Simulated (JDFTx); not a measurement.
Runs of JDFTx 1.7.0 (patched build) on ClTl. The cell holds a molecule in a box, 2 atoms: a = 9.000 Å, b = 9.000 Å, c = 12.000 Å, α = 90.00°, β = 90.00°, γ = 90.00°. 

```tsv
task	level	potentials or basis	smearing	coulomb boundary	centre of the truncation	check on overlapping cores	density cutoff over wavefunction cutoff	SCF threshold on the energy	other keys	gap on the mesh (eV)	largest force (eV/Å)
single point	revPBE	PseudoDojo-SR-PBE-0.5-standard (Cl) + PseudoDojo-SR-PBE-0.4.1-standard (Tl) with smoothed tails	fixed	Isolated	0.501444 0.502333 0.502833	none	4	1e-07 Ha	several, not listed	(a)	0.58
solvation	PBEsol	PseudoDojo-SR-PBEsol-0.4.1-standard with smoothed tails	fixed	-	-	none	4	1e-06 Ha	-	-	0.89
single point	PBEsol	PseudoDojo-SR-PBEsol-0.4.1-standard with smoothed tails	fixed	-	-	none	4	1e-07 Ha	-	-	(b)
single point	PBE	PseudoDojo-SR-PBE-0.5-standard (Cl) + PseudoDojo-SR-PBE-0.4.1-standard (Tl) with smoothed tails	fermi-dirac 0.05 eV	-	-	-	8	1e-09 Ha	-	4.07	0.45
```

Alike in all rows: no spin polarisation; cell as given; k mesh 1 × 1 × 1; cutoff (eV) 844.

Task: Fill in the values left out.

Result: (a) 4.09; (b) 0.17.

Caveats: forces may be off by hundredths of an eV/Å (some runs); spin-orbit coupling is left out, which as a rule narrows the gap of such compounds by several tenths of an eV (some runs); the potentials were made for another functional, which shifts forces and pressure (some runs); forces in the liquid are good to some per cent (some runs); the liquid is a continuum model, checked here against plausible ranges alone (some runs).

A k mesh can miss the band edges, and the runs leave out spin-orbit coupling on Tl.

A gap of «none» marks a metal or a gap under the smearing width.
